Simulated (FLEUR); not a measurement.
# TaN (Fm-3m) in FLEUR: single point with LDA+U

Aim: the single point of TaN with LDA+U.

Everything below comes from runs of FLEUR MaX-R8.1 (later development tree). Logs are shortened: lines on timing, memory, paths and dates and some standing lists are left out, and cuts for length are marked.

## Step 1: The structure

The structure is cubic, space group Fm-3m (No. 225). The conventional cell has a = 4.358 Å, b = 4.358 Å, c = 4.358 Å, α = 90.00°, β = 90.00°, γ = 90.00°. Ta (site symmetry m-3m) is surrounded by 6 N at 2.18 Å. Around N (site symmetry m-3m) lie 6 Ta at 2.18 Å.

## Step 2: Single point, LDA+U

File inp.xml:

```xml
<?xml version="1.0" encoding="UTF-8" standalone="no"?>
<fleurInput fleurInputVersion="0.39">
   <comment>
      TaN                                                                                                 
   </comment>
   <calculationSetup>
      <cutoffs Kmax="4.93" Gmax="15.3" GmaxXC="15.3" numbands="0"/>
      <scfLoop itmax="100" minDistance="0.0002" maxIterBroyd="50" imix="Anderson" alpha="0.05" precondParam="0.0" spinf="2.0" sdNocoIR="T"/>
      <coreElectrons ctail="T" frcor="F" kcrel="0" coretail_lmax="0"/>
      <xcFunctional name="vwn" relativisticCorrections="F"/>
      <magnetism jspins="1"/>
      <soc l_soc="F" theta="0.0" phi="0.0" spav="F"/>
      <expertModes spex="0" secvar="F"/>
      <geometryOptimization l_f="F" forcealpha="1.0" forcemix="BFGS" epsdisp="0.00001" epsforce="0.00001"/>
      <ldaU l_linMix="F" mixParam="0.05" spinf="1.0"/>
   </calculationSetup>
   <cell>
      <bzIntegration valenceElectrons="32.0" mode="gauss" fermiSmearingEnergy="0.00183747">
         <kPointListSelection listName="default-1"/>
         <!-- k-points included here -->
         <xi:include xmlns:xi="http://www.w3.org/2001/XInclude" href="kpts.xml"> </xi:include>
      </bzIntegration>
      <!-- symmetry operations included here -->
      <xi:include xmlns:xi="http://www.w3.org/2001/XInclude" href="sym.xml"> </xi:include>
      <bulkLattice scale="1.0">
         <bravaisMatrix>
            <row-1>    0.0000000000000000     4.1177157010446228     4.1177157010446228</row-1>
            <row-2>    4.1177157010446228     0.0000000000000000     4.1177157010446228</row-2>
            <row-3>    4.1177157010446228     4.1177157010446228     0.0000000000000000</row-3>
         </bravaisMatrix>
      </bulkLattice>
   </cell>
   <atomSpecies>
      <species name="Tantalum (Ta)" element="Ta" atomicNumber="73">
         <mtSphere radius="2.36" gridPoints="781" logIncrement="0.017"/>
         <atomicCutoffs lmax="9" lnonsphr="9"/>
         <electronConfig flipSpins="F">
            <coreConfig>(1s1/2) (2s1/2) (2p1/2) (2p3/2) (3s1/2) (3p1/2) (3p3/2) (4s1/2) (3d3/2) (3d5/2) (4p1/2) (4p3/2) (4d3/2) (4d5/2)</coreConfig>
            <valenceConfig>(5s1/2) (5p1/2) (5p3/2) (6s1/2) (4f5/2) (4f7/2) (5d3/2) (5d5/2)</valenceConfig>
            <stateOccupation state="(5d3/2)" spinUp="0.600000" spinDown="0.600000"/>
            <stateOccupation state="(5d5/2)" spinUp="0.900000" spinDown="0.900000"/>
         </electronConfig>
         <energyParameters s="6" p="6" d="5" f="4"/>
         <ldaU l="2" U="4" J="0.0" l_amf="F"/>
         <lo type="SCLO" l="0" n="5" eDeriv="0"/>
         <lo type="SCLO" l="1" n="5" eDeriv="0"/>
         <lo type="SCLO" l="3" n="4" eDeriv="2"/>
      </species>
      <species name="Nitrogen (N)" element="N" atomicNumber="7">
         <mtSphere radius="1.46" gridPoints="483" logIncrement="0.022"/>
         <atomicCutoffs lmax="8" lnonsphr="8"/>
         <electronConfig flipSpins="F">
            <coreConfig>(1s1/2)</coreConfig>
            <valenceConfig>(2s1/2) (2p1/2) (2p3/2)</valenceConfig>
            <stateOccupation state="(2p1/2)" spinUp="0.500000" spinDown="0.500000"/>
            <stateOccupation state="(2p3/2)" spinUp="1.000000" spinDown="1.000000"/>
         </electronConfig>
         <energyParameters s="2" p="2" d="3" f="4"/>
         <lo type="SCLO" l="0" n="2" eDeriv="2"/>
         <lo type="SCLO" l="1" n="2" eDeriv="2"/>
         <lo type="SCLO" l="2" n="3" eDeriv="2"/>
      </species>
   </atomSpecies>
   <atomGroups>
      <atomGroup species="Tantalum (Ta)">
         <relPos label="                   1">1.000/2.000 1.000/2.000 1.000/2.000</relPos>
         <force calculate="T" relaxXYZ="TTT"/>
      </atomGroup>
      <atomGroup species="Nitrogen (N)">
         <relPos label="                   2">.0000000000 .0000000000 .0000000000</relPos>
         <force calculate="T" relaxXYZ="TTT"/>
      </atomGroup>
   </atomGroups>
   <output dos="F" band="F" slice="F">
      <checks vchk="F" cdinf="F"/>
      <bandDOS minEnergy="-.5*Htr" maxEnergy="0.5*Htr" sigma="0.015" storeEVData="T"/>
      <vacuumDOS vacdos="F" integ="F" star="F" nstars="0" locx1="0.0" locy1="0.0" locx2="0.0" locy2="0.0" nstm="0" tworkf="0.0"/>
      <unfoldingBand unfoldBand="F" supercellX="1" supercellY="1" supercellZ="1"/>
      <plotting iplot="0" polar="F">
         <plot TwoD="T" vec1="  1.0  0.0  0.0" vec2="  0.0  1.0  0.0" vec3="  0.0  0.0  1.0" zero="  0.0  0.0  0.0" file="plot"/>
      </plotting>
      <chargeDensitySlicing numkpt="0" minEigenval="0.0" maxEigenval="0.0" nnne="0" pallst="F"/>
      <specialOutput eonly="F"/>
      <moessbauerParams electricFieldGradient="T" isomerShift="T" coreHyperfine="T" valenceHyperfine="T"/>
      <magneticCircularDichroism mcd="F" energyLo="-10.0" energyUp="0.0"/>
   </output>
  <!-- We include the file relax.xml here to enable relaxations (see documentation) -->
  <xi:include xmlns:xi="http://www.w3.org/2001/XInclude" href="relax.xml"> <xi:fallback/> </xi:include>
</fleurInput>
```

File crystal.txt:

```
TaN
&input cartesian=F /
0.0000000000  2.1790013100  2.1790013100
2.1790013100  0.0000000000  2.1790013100
2.1790013100  2.1790013100  0.0000000000
1.8897261246
1.0 1.0 1.0

2
73 0.5000000000  0.5000000000  0.5000000000
7 0.0000000000  0.0000000000  0.0000000000

&kpt div1=7 div2=7 div3=7 gamma=T /
```

Potentials or basis: all-electron, FLAPW.

On the command line:

```
> inpgen -f crystal.txt -profile fastHighL
> # inp.xml edited to the form shown
> fleur_MPI
```

The program printed:

```text
Welcome to FLEUR        (www.flapw.de)
      MaX-Release 8.1          (www.max-centre.eu)

 ========== k-point set info ==========
 Selected k-point list: default-1
 k-point list type: mesh
 7 x 7 x 7
 Number of k points: 20

 ------------Calculation Setup---------------------------
 Number of MPI-tasks      :            1
 Number of PE/node        :            1
 Number of OMP-threads    :            1
 Most efficient MPI parallelization for:
           1           2           4           5          10          20
 Additional eigenvalue parallelization possible
 Number of basis functions:          337
 Approximate size of matrices (H+S) per k-point:         0.002 GB
 --------------------------------------------------------
 no density matrix found ... skipping LDA+U
 Reset of history
 Iteration:     1   Distance:      28.25300028 me/bohr^3
 Iteration:     2   Distance:      26.36044307 me/bohr^3
 Iteration:     3   Distance:      22.48707372 me/bohr^3
 Iteration:     4   Distance:       9.33947601 me/bohr^3
 Iteration:     5   Distance:       8.75425390 me/bohr^3
 Iteration:     6   Distance:       3.63804685 me/bohr^3
 Iteration:     7   Distance:       0.80395190 me/bohr^3
 Iteration:     8   Distance:       0.77177101 me/bohr^3
 Iteration:     9   Distance:       0.11046871 me/bohr^3
 Iteration:    10   Distance:       0.12695701 me/bohr^3
 Iteration:    11   Distance:       0.02908437 me/bohr^3
 Iteration:    12   Distance:       0.00305643 me/bohr^3
 Iteration:    13   Distance:       0.00273778 me/bohr^3
 Iteration:    14   Distance:       0.00011927 me/bohr^3

 ********************************************************************
 Run finished successfully
 Stop message:
   all done
 ********************************************************************
```

out.xml (last iteration):

```text
<iteration numberForCurrentRun="   14" overallNumber="   14">
         <energyParameters units="Htr">
            <atomicEP atomType="1" spin="1" branch="6s" branchLowest="-1.82" branchHighest="2.77" value="0.3683164451"/>
            <atomicEP atomType="1" spin="1" branch="6p" branchLowest="-0.50" branchHighest="3.80" value="0.4984147236"/>
            <atomicEP atomType="1" spin="1" branch="5d" branchLowest="-7.32" branchHighest="1.25" value="0.5341963260"/>
            <atomicEP atomType="1" spin="1" branch="4f" branchLowest="-9.99" branchHighest="-0.08" value="-0.0623856166"/>
            <loAtomicEP atomType="1" spin="1" branch="5s" branchLowest="-18.96" branchHighest="-1.82" value="-1.8629204316"/>
            <loAtomicEP atomType="1" spin="1" branch="5p" branchLowest="-13.85" branchHighest="-0.50" value="-0.6558033830"/>
            <loAtomicEP atomType="1" spin="1" branch="4f" branchLowest="-9.99" branchHighest="-0.08" value="-0.0867088100"/>
            <atomicEP atomType="2" spin="1" branch="2s" branchLowest="-13.06" branchHighest="1.64" value="-0.0079176607"/>
            <atomicEP atomType="2" spin="1" branch="2p" branchLowest="-9.99" branchHighest="1.76" value="0.2926394052"/>
            <atomicEP atomType="2" spin="1" branch="3d" branchLowest="-9.99" branchHighest="6.03" value="0.5307793001"/>
            <atomicEP atomType="2" spin="1" branch="4f" branchLowest="-9.99" branchHighest="10.13" value="0.6909052420"/>
            <loAtomicEP atomType="2" spin="1" branch="2s" branchLowest="-13.06" branchHighest="1.64" value="-0.0079176607"/>
            <loAtomicEP atomType="2" spin="1" branch="2p" branchLowest="-9.99" branchHighest="1.76" value="0.2925833498"/>
            <loAtomicEP atomType="2" spin="1" branch="3d" branchLowest="-9.99" branchHighest="6.03" value="0.5307796904"/>
         </energyParameters>
         <eigenvalues>
            <eigenvaluesAt spin="1" ikpt="1" k_x="0.00000000" k_y="0.00000000" k_z="0.00000000">
                      -1.8651306137       -0.6213439062       -0.6213439062       -0.6213439062       -0.0948447724
                      -0.0948447724       -0.0948447724       -0.0932537818       -0.0919843561       -0.0919843561
                      -0.0919843561        0.0163232742        0.5708017749        0.5708017749        0.5708017749
                       0.6410639423        0.6410639423        0.6410639423        0.7323467117        0.7323467117
                       0.7758127185        1.0427612233        1.6530746018        1.6530746018        1.6530746018
            </eigenvaluesAt>
            <eigenvaluesAt spin="1" ikpt="2" k_x="0.00000000" k_y="0.00000000" k_z="0.14285714">
                      -1.8646961113       -0.6281537085       -0.6219694541       -0.6219694541       -0.0951240733
                      -0.0945730649       -0.0945730649       -0.0930420853       -0.0922747754       -0.0922747754
                      -0.0919711181        0.0353482409        0.5015946968        0.5262734672        0.5262734672
                       0.6639644486        0.6663864632        0.6663864632        0.7925625288        0.7925625288
                       0.8229981139        1.0982865169        1.4530876854        1.5151574119        1.5151574119
            </eigenvaluesAt>
            <eigenvaluesAt spin="1" ikpt="3" k_x="0.00000000" k_y="0.00000000" k_z="0.28571429">
                      -1.8637155875       -0.6426878110       -0.6233674691       -0.6233674691       -0.0956858673
                      -0.0939888575       -0.0939888575       -0.0928645495       -0.0928645495       -0.0925373465
                      -0.0919419201        0.0825562229        0.4042303531        0.4698191435        0.4698191435
                       0.7000644703        0.7236488464        0.7236488464        0.8935366300        0.9020948443
                       0.9020948443        1.1716328569        1.3253402820        1.3253402820        1.3488549227
            </eigenvaluesAt>
            <eigenvaluesAt spin="1" ikpt="4" k_x="0.00000000" k_y="0.00000000" k_z="0.42857143">
                      -1.8629250232       -0.6536767607       -0.6244811796       -0.6244811796       -0.0961011394
                      -0.0937625394       -0.0937625394       -0.0930560529       -0.0930560529       -0.0921138113
                      -0.0919183927        0.1308994475        0.3330519500        0.4383553558        0.4383553558
                       0.7683260808        0.7861237803        0.7861237803        0.8756014512        0.9976887756
[... 38 lines left out ...]
               <shell n="2" l="0" isomerShift="165322.80403"/>
               <shell n="2" l="1" isomerShift="9751.71569"/>
               <shell n="3" l="0" isomerShift="36997.62486"/>
               <shell n="3" l="1" isomerShift="2437.45966"/>
               <shell n="4" l="0" isomerShift="9141.40384"/>
               <shell n="3" l="2" isomerShift="0.00094"/>
               <shell n="4" l="1" isomerShift="588.09410"/>
               <shell n="4" l="2" isomerShift="0.00023"/>
            </coreIsomerShift>
            <coreIsomerShift atomType="2" isTotal="197.57908">
               <shell n="1" l="0" isomerShift="197.57908"/>
            </coreIsomerShift>
            <isomerShift atomType="1" nucleusRadius="0.0001336" averageDensity="1391034.70696"/>
            <isomerShift atomType="2" nucleusRadius="0.0000569" averageDensity="206.26614"/>
            <electricFieldGradient atomType="1" VXX="0.00000" VYY="0.00000" VZZ="0.00000" asymParam="0.00000">
            </electricFieldGradient>
            <electricFieldGradient atomType="2" VXX="0.00000" VYY="0.00000" VZZ="0.00000" asymParam="0.00000">
            </electricFieldGradient>
         </moessbauerParams>
         <totalEnergy                                    value="   -15671.2921223612" units="Htr">
            <sumOfEigenvalues                            value="    -9559.9984357333">
               <coreElectrons value="-9555.3566033577"/>
               <valenceElectrons value="-4.6418323757"/>
            </sumOfEigenvalues>
            <densityCoulombPotentialIntegral value="-26724.8860420913"/>
            <densityEffectivePotentialIntegral value="-27142.8874600553"/>
            <chargeDenXCDenIntegral value="-314.9749038542"/>
            <FockExchangeEnergyValence value="0.0000000000"/>
            <FockExchangeEnergyCore value="0.0000000000"/>
            <atomTypeDependentContributions atomType="1">
               <electronNucleiInteractionDifferentMTs value="19453.5723358699"/>
               <MadelungTerm value="-56.2092241964"/>
            </atomTypeDependentContributions>
            <atomTypeDependentContributions atomType="2">
               <electronNucleiInteractionDifferentMTs value="62.0529110085"/>
               <MadelungTerm value="-4.9603766981"/>
            </atomTypeDependentContributions>
            <dftUCorrection value="-0.0316259895"/>
            <tkbTimesEntropy value="0.0000000000"/>
            <freeEnergy value="-15671.2921223612"/>
            <extrapolationTo0K value="-15671.2921223612"/>
         </totalEnergy>
         <ldaUDensityMatrix>
            <densityMatrixFor spin="1" atomType="1" uIndex="1" l="2" U="4.00000000" J="0.00000000">
               (+0.39897,+0.00000) (+0.00000,+0.00000) (+0.00000,+0.00000) (+0.00000,+0.00000) (-0.05914,+0.00000)
               (+0.00000,+0.00000) (+0.45812,+0.00000) (+0.00000,+0.00000) (+0.00000,+0.00000) (+0.00000,+0.00000)
               (+0.00000,+0.00000) (+0.00000,+0.00000) (+0.33983,+0.00000) (+0.00000,+0.00000) (+0.00000,+0.00000)
               (+0.00000,+0.00000) (+0.00000,+0.00000) (+0.00000,+0.00000) (+0.45812,+0.00000) (+0.00000,+0.00000)
               (-0.05914,+0.00000) (+0.00000,+0.00000) (+0.00000,+0.00000) (+0.00000,+0.00000) (+0.39897,+0.00000)
            </densityMatrixFor>
         </ldaUDensityMatrix>
         <ldaUDensityMatrixConvergence>
            <distance spin="1" distance="0.000005"/>
         </ldaUDensityMatrixConvergence>
         <densityConvergence units="me/bohr^3">
            <chargeDensity spin="1" distance="0.0001192657"/>
         </densityConvergence>
      </iteration>
```

Wall time 14 s (1 thread of Intel Xeon Platinum 8259CL at 2.50GHz (Skylake/Cascade Lake), shared host); peak memory 0.08 GiB.

What came out:

```
Free energy                                           : -426437.5829 eV
Valence electrons inside the program's atomic spheres : Ta 24.49; N 3.58 (radii Ta 2.36, N 1.46 bohr)
```

Levels at points of the mesh, in eV from the Fermi level:
```csv
k point,band 13,band 14,band 15,band 16,band 17,band 18,band 19,band 20
"(0.00, 0.00, 0.00)",-4.12,-4.12,-4.12,-2.21,-2.21,-2.21,0.28,0.28
```

Eigenvalues of the final occupation matrices:
| site | spin | trace | eigenvalues |
| --- | --- | --- | --- |
| atom type 1 | 1 | 2.05 | 0.34 0.34 0.46 0.46 0.46 |

Core levels (eV from the Fermi level):
```csv
atom,levels
1 Ta,"1s1/2 -67220.1, 2s1/2 -11540.7, 2p1/2 -11032.2, 2p3/2 -9763.3, 3s1/2 -2641.1, 3p1/2 -2414.8, 3p3/2 -2141.7, 4s1/2 -535.7, 3d3/2 -1758.5, 3d5/2 -1699.0, 4p1/2 -442.4, 4p3/2 -379.3, 4d3/2 -225.8, 4d5/2 -214.2"
2 N,1s1/2 -375.0
```

Caveat: with Gaussian smearing the program prints no entropy term, so the energy of a metal isn't a free energy. Spin-orbit coupling is left out, which matters for the levels of Ta.
